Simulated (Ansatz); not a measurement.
# Ge2HF (triplet): from Hartree-Fock to the top rungs, cc-pVDZ

How much of the correlation energy of Ge2HF (triplet) does each wave-function method recover here?

Method: cc-pVDZ, core rule «outside noble gas», up to 29 orbitals frozen; program: Ansatz 0.2.0, Gaussian basis.

The runs, in order: UHF; CCSD(T) on ROHF; CCSD(T) on UHF; BCCD(T) on ROHF; CISD as a restricted active space (open shells left free, so some higher excitations enter); CCSDT(Q) on ROHF; CCSDT(Q) on UHF.

4 further runs of the same task are left out: 4 set aside as unsound or not needed. Runs told in other sessions of the task aren't counted.

## Step 1: The geometry

The geometry is a PBE0/def2-TZVP stationary point (not a proven minimum) of the parent state, kept for this charge and spin. No spin-orbit coupling is included. The filled d shell of Ge may be among the frozen orbitals whatever the setting's name suggests.

4 atoms, charge 0, spin multiplicity 3.

Atoms are counted from 1 here; the program's logs count them from 0.

Bond lengths: F1–Ge2 2.007 Å, F1–Ge3 2.007 Å, Ge2–Ge3 2.395 Å, Ge2–H4 1.802 Å, Ge3–H4 1.802 Å. Angles: Ge2–F1–Ge3 73.3°, F1–Ge2–Ge3 53.4°, F1–Ge2–H4 76.5°, Ge3–Ge2–H4 48.4°, F1–Ge3–Ge2 53.4°, F1–Ge3–H4 76.5°, Ge2–Ge3–H4 48.4°, Ge2–H4–Ge3 83.3°.

Coordinates:

```xyz
4
FGe2H
F    -0.0458   -1.4271    0.0000
Ge    0.0148    0.1825   -1.1977
Ge    0.0148    0.1825    1.1977
H    -1.2672    0.5962    0.0000
```

## Step 2: UHF

in.yaml

```yaml
crystal:
  periodic: [false, false, false]
  atoms:
    - {symbol: F, position_ang: [-0.045817, -1.427113, -0.000001]}
    - {symbol: Ge, position_ang: [0.014783, 0.182489, -1.197682]}
    - {symbol: Ge, position_ang: [0.014783, 0.182488, 1.197682]}
    - {symbol: H, position_ang: [-1.267168, 0.596209, 0.000000]}
basis:
  gaussian: {orbitals: cc-pVDZ}
magnetization: {spin_polarized: true, initial_magnetization: 2}
hamiltonian: {xc: hf}
output: {orbitals: {seedname: orbitals}}
```

Command:

```
$ ansatz run in.yaml --threads 1 --pin off --events-out ev --progress --plain --max-ram 4096MiB --backend cpu
```

After this run come: CCSD(T) on ROHF; CCSD(T) on UHF; BCCD(T) on ROHF; CISD as a restricted active space (open shells left free, so some higher excitations enter); CCSDT(Q) on ROHF; CCSDT(Q) on UHF.

Before running them: what should the planned runs give, taken together? Wanted: UCCSDT(Q) from the RHF energy; RMP2 from UCCSDT(Q); UMP2 from UCCSDT(Q); RCCSD from UCCSDT(Q); RCCSD(T) from UCCSDT(Q); UCCSD(T) from UCCSDT(Q); RCCSDT(Q) from UCCSDT(Q); T1 diagnostic.

As calculated:

```
                         quantity                      value
    UCCSDT(Q) from the ROHF energy                -10.4046 eV
              RMP2 from UCCSDT(Q)            +26.72 kcal/mol
              UMP2 from UCCSDT(Q)            +27.05 kcal/mol
             RCCSD from UCCSDT(Q)             +8.54 kcal/mol
          RCCSD(T) from UCCSDT(Q)             +1.64 kcal/mol
          UCCSD(T) from UCCSDT(Q)             +1.54 kcal/mol
         RCCSDT(Q) from UCCSDT(Q)             +0.27 kcal/mol
levels within 1 kcal/mol (43 meV)  RCCSDT, UCCSDT, RCCSDT(Q)
                    T1 diagnostic                      0.031
```

**Reading.** RCCSD(T) lands +1.64 kcal/mol from the yardstick (0.7 % of the correlation energy). These misses are within one basis, not against nature; the frozen cores of restricted and unrestricted runs differ, which can shift their rows.
